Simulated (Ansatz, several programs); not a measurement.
BaTiO3 (started from an entry of an open crystallographic database), relaxed with PBE in Ansatz (plane waves, PAW): the symmetry is Pm-3m (No. 221, cubic); conventional cell a = 4.019 Å, 12.99 Å³ an atom. Around Ba lie 12 O at 2.84 Å; around Ti lie 6 O at 2.01 Å; around O lie 2 Ti at 2.01 Å and 4 Ba at 2.84 Å. The cell was then scaled with its shape and fractional coordinates held. The values are computed, spin-unpolarised, and not measurements.

| V (Å³/atom) | E (meV/atom) |
| --- | --- |
| 12.207 | 26.55 |
| 12.986 | 0.00 |
| 13.375 | 5.57 |
| 13.765 | 21.32 |

**Question.** Pass a cubic E = c₀ + c₁u + c₂u² + c₃u³, with u = V − 13.083 Å³, through these points.

**Answer.** c₀ = 0.34, c₁ = +7.258, c₂ = 37.952, c₃ = -5.1210 (meV and Å³).

**Question.** Where is the minimum, and what bulk modulus follows?

**Answer.** dE/du = 0 at u = -0.094, so V₀ = 12.99 Å³. B = V₀ d²E/dV² = 12.99 × (2c₂ + 6c₃u) = 12.99 × 78.787 = 1023 meV/Å³, and 1 meV/Å³ is 0.16022 GPa: 164 GPa. A third-order Birch-Murnaghan fit to all five points gives 12.99 Å³ and 163 GPa.

**Question.** Predict the energy and the pressure at the withheld volume, 12.596 Å³.

**Answer.** With u = -0.487: E ≈ 6.40 meV and P = −dE/dV ≈ +5.34 GPa. The run gives 6.23 meV and, from its stress, +5.32 GPa.
